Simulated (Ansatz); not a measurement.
# Al2SiO5 (Andalusite): from the listed structure to its properties

Aim: for Al2SiO5 (Andalusite), relax cell and atoms and compute bands, density of states and charges.

Method: DFT LDA, scalar-relativistic, plane waves, PAW, in Ansatz 0.2.0.

**1. The structure to begin with**

The structure is orthorhombic, space group Pnnm (No. 58). Conventional cell: a = 7.760 Å, b = 7.900 Å, c = 5.560 Å, α = 90.00°, β = 90.00°, γ = 90.00°. Around Al (site symmetry 2) lie 6 O at 1.88 to 1.97 Å. Al (site symmetry m) has 5 O at 1.80 to 2.20 Å in its first shell of neighbours. Around Si (site symmetry m) lie 4 O at 1.53 to 1.73 Å. Around O (site symmetry m) lie 3 Al at 1.80 to 1.88 Å. O (site symmetry m) has 1 Si at 1.53 Å and 2 Al at 1.96 Å in its first shell of neighbours. O (site symmetry m) has 1 Si at 1.61 Å and 2 Al at 1.90 to 2.20 Å in its first shell of neighbours. O (site symmetry 1) has 1 Si at 1.73 Å and 2 Al at 1.81 to 1.97 Å in its first shell of neighbours.

Structure file:

```
CELL_PARAMETERS angstrom
7.76000 0.00000 0.00000
0.00000 7.90000 0.00000
0.00000 0.00000 5.56000
ATOMIC_POSITIONS crystal
Al 0.00000 0.00000 0.25000
Al 0.50000 0.50000 0.25000
Al 0.00000 0.00000 0.75000
Al 0.50000 0.50000 0.75000
Al 0.86000 0.36000 0.00000
Al 0.14000 0.64000 0.00000
Al 0.36000 0.14000 0.50000
Al 0.64000 0.86000 0.50000
Si 0.28000 0.25000 0.00000
Si 0.72000 0.75000 0.00000
Si 0.78000 0.25000 0.50000
Si 0.22000 0.75000 0.50000
O 0.08000 0.86000 0.00000
O 0.92000 0.14000 0.00000
O 0.58000 0.64000 0.50000
O 0.42000 0.36000 0.50000
O 0.04000 0.83000 0.50000
O 0.96000 0.17000 0.50000
O 0.54000 0.67000 0.00000
O 0.46000 0.33000 0.00000
O 0.14000 0.40000 0.00000
O 0.86000 0.60000 0.00000
O 0.64000 0.10000 0.50000
O 0.36000 0.90000 0.50000
O 0.21000 0.14000 0.25000
O 0.79000 0.86000 0.25000
O 0.71000 0.36000 0.25000
O 0.29000 0.64000 0.25000
O 0.79000 0.86000 0.75000
O 0.21000 0.14000 0.75000
O 0.29000 0.64000 0.75000
O 0.71000 0.36000 0.75000
```

The structure comes from the Crystallography Open Database.

(A quick probe on a coarse mesh, which set the mesh and smearing, is not shown.)

**3. A loose first relaxation**

Input file input.yaml:

```yaml
crystal:
  lattice:
    - [7.76, 0.0, 0.0]
    - [0.0, 7.9, 0.0]
    - [0.0, 0.0, 5.56]
  atoms:
    - { symbol: Al, position: [0.0, 0.0, 0.25] }
    - { symbol: Al, position: [0.5, 0.5, 0.25] }
    - { symbol: Al, position: [0.0, 0.0, 0.75] }
    - { symbol: Al, position: [0.5, 0.5, 0.75] }
    - { symbol: Al, position: [0.86, 0.36, 0.0] }
    - { symbol: Al, position: [0.14, 0.64, 0.0] }
    - { symbol: Al, position: [0.36, 0.14, 0.5] }
    - { symbol: Al, position: [0.64, 0.86, 0.5] }
    - { symbol: Si, position: [0.28, 0.25, 0.0] }
    - { symbol: Si, position: [0.72, 0.75, 0.0] }
    - { symbol: Si, position: [0.78, 0.25, 0.5] }
    - { symbol: Si, position: [0.22, 0.75, 0.5] }
    - { symbol: O, position: [0.08, 0.86, 0.0] }
    - { symbol: O, position: [0.92, 0.14, 0.0] }
    - { symbol: O, position: [0.58, 0.64, 0.5] }
    - { symbol: O, position: [0.42, 0.36, 0.5] }
    - { symbol: O, position: [0.04, 0.83, 0.5] }
    - { symbol: O, position: [0.96, 0.17, 0.5] }
    - { symbol: O, position: [0.54, 0.67, 0.0] }
    - { symbol: O, position: [0.46, 0.33, 0.0] }
    - { symbol: O, position: [0.14, 0.4, 0.0] }
    - { symbol: O, position: [0.86, 0.6, 0.0] }
    - { symbol: O, position: [0.64, 0.1, 0.5] }
    - { symbol: O, position: [0.36, 0.9, 0.5] }
    - { symbol: O, position: [0.21, 0.14, 0.25] }
    - { symbol: O, position: [0.79, 0.86, 0.25] }
    - { symbol: O, position: [0.71, 0.36, 0.25] }
    - { symbol: O, position: [0.29, 0.64, 0.25] }
    - { symbol: O, position: [0.79, 0.86, 0.75] }
    - { symbol: O, position: [0.21, 0.14, 0.75] }
    - { symbol: O, position: [0.29, 0.64, 0.75] }
    - { symbol: O, position: [0.71, 0.36, 0.75] }
basis:
  ecutwfc: 420
kpoints:
  mp_grid: { grid: [4, 4, 4] }
hamiltonian:
  xc: lda
scf:
  occupations: { method: gaussian, width: 0.1 }
output:
  forces: true
  stress: true
  eigenvalues: true
relax:
  adjacent_minimum: "off"
  f_tol: 0.05
  max_steps: 80
  cell: { stress_tol: 0.5 }
```

Started as:

```sh
$ ansatz run input.yaml --threads 8 --pin off --max-ram 22528MiB --backend cpu --events-out ev --progress --plain --runs-dir out
```

Further runs follow: the relaxation; bands, states and charges.

What does the calculation give? Wanted: relaxed cell; volume; formation energy; gap.

The runs gave:

```
                                                               quantity                                                                      value
                                                           relaxed cell  a = 7.719 Å, b = 7.840 Å, c = 5.531 Å, α = 90.00°, β = 90.00°, γ = 90.00°
                                                   space group (0.01 Å)                                                              Pnnm (No. 58)
                                                                 volume                                                              10.46 Å³/atom
formation energy (elements from runs with the same settings, not shown)                                                              -3.31 eV/atom
                                                                    gap                                                4.97 eV, direct on the path
```

Relaxation lowered the volume by 1.8 %. LDA usually gives cells that are too small. The gap is 4.97 eV, with the valence top at Γ and the conduction bottom at Γ on the path. Of the projected weight, the top eV of the valence band is O 2p (98 %), and the lowest eV of the conduction band O 2s (30 %) and Al 3s (27 %).
